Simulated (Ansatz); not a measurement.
# ClH4SSi2 radical: two torsions

Aim: map the energy of ClH4SSi2, SMILES [SiH2]S[SiH2]Cl, spin multiplicity 2 over two coordinates, and find its wells, ridges and stiffness.

Computed with Ansatz 0.2.0. Level: UKS SPW92 (LDA)/def2-SVP.

## (1) Starting geometry

8 atoms, charge 0, spin multiplicity 2.

Atoms are counted from 1 here; the program's logs count them from 0.

Bond lengths: Si1–S2 2.173 Å, Si1–H5 1.513 Å, Si1–H6 1.508 Å, S2–Si3 2.153 Å, Si3–Cl4 2.085 Å, Si3–H7 1.499 Å, Si3–H8 1.498 Å. Angles: S2–Si1–H5 109.7°, S2–Si1–H6 105.2°, H5–Si1–H6 110.7°, Si1–S2–Si3 98.3°, S2–Si3–Cl4 111.1°, S2–Si3–H7 111.2°, S2–Si3–H8 106.3°, Cl4–Si3–H7 106.9°, Cl4–Si3–H8 109.4°, H7–Si3–H8 111.9°.

As a file:

```xyz
8

Si   -0.8546    1.6516    0.1701
S     1.0261    0.7441    0.7698
Si    0.6389   -1.2597    0.0844
Cl   -1.1525   -1.9862    0.8655
H    -1.2967    1.0780   -1.1583
H    -0.5602    3.1248    0.0420
H     0.5159   -1.3088   -1.4086
H     1.7752   -2.1009    0.5791
```

This geometry comes from a loose relaxation at PBE in a small basis, which is not shown.

## (3) Plan of the scan

- dihedral H5–Si1–S2–Si3: 18 values from −180 to 160 °, periodic
- dihedral Si1–S2–Si3–Cl4: 18 values from −180 to 160 °, periodic

Nothing else is relaxed (all other coordinates rigid). Energies count from the relaxed molecule at the same level. Points are written as (first, second).

(The set-up runs are not shown.)

## (4) The run at (−140°, −120°)

Input file input.yaml:

```yaml
crystal:
  periodic: [false, false, false]
  atoms:
    - { symbol: Si, position_ang: [-0.837367, 1.595193, 0.204304] }
    - { symbol: S, position_ang: [1.061955, 0.754073, 0.763228] }
    - { symbol: Si, position_ang: [0.631587, 0.612862, 2.848327] }
    - { symbol: Cl, position_ang: [1.982736, 1.734991, 3.933728] }
    - { symbol: H, position_ang: [-1.278313, 0.962373, -1.100698] }
    - { symbol: H, position_ang: [-0.578997, 3.073339, 0.023381] }
    - { symbol: H, position_ang: [-0.734932, 1.154955, 3.15234] }
    - { symbol: H, position_ang: [0.762237, -0.832847, 3.223936] }
magnetization:
  spin_polarized: true
  initial_magnetization: 1
basis:
  gaussian: { orbitals: def2-SVP }
hamiltonian:
  xc: lda
output:
  forces: true
```

Launch:

```
$ ansatz run input.yaml --threads 1 --pin off --max-ram 2560MiB --backend cpu --events-out ev --progress --plain --runs-dir out
```

The session goes on with these runs: the other points that were computed.

**Question.** What will these runs give? Wanted: lowest point; highest computed point; largest force on an atom.

**Answer**, as computed:

| quantity | value |
| --- | --- |
| lowest point | (−40°, −60°), 0.6 kJ/mol |
| highest computed point | (120°, 0°), 78.0 kJ/mol above the lowest |
| largest force on an atom (eV/Å) | 0.07 at (−40°, −40°) to 2.49 at (120°, 0°); 0.07 at the lowest point |
| time for the whole task | 7.7 min on 1 thread, shared host |

The lowest computed point is at (−40°, −60°), 0.6 kJ/mol from the relaxed molecule at the same level. Higher local minima lie near (160°, −80°) (1.2 kJ/mol above the lowest at that grid point); (−40°, 80°) (1.5 kJ/mol above the lowest at that grid point); (160°, 60°) (2.7 kJ/mol above the lowest at that grid point). The highest computed point, (120°, 0°), lies 78.0 kJ/mol above the lowest. On the interpolated surface the easiest way out of the lowest well to the well at (160°, −80°) passes a barrier of about 9.7 kJ/mol. Round the minimum the valley is somewhat tilted: raising dihedral H5–Si1–S2–Si3 shifts the best value of dihedral Si1–S2–Si3–Cl4 downwards (coupling k₁₂/√(k₁₁k₂₂) about 0.3). Between some neighbouring points the energy changes steeply, from close contacts of the rigid frames or a change of state; the map doesn't tell which.
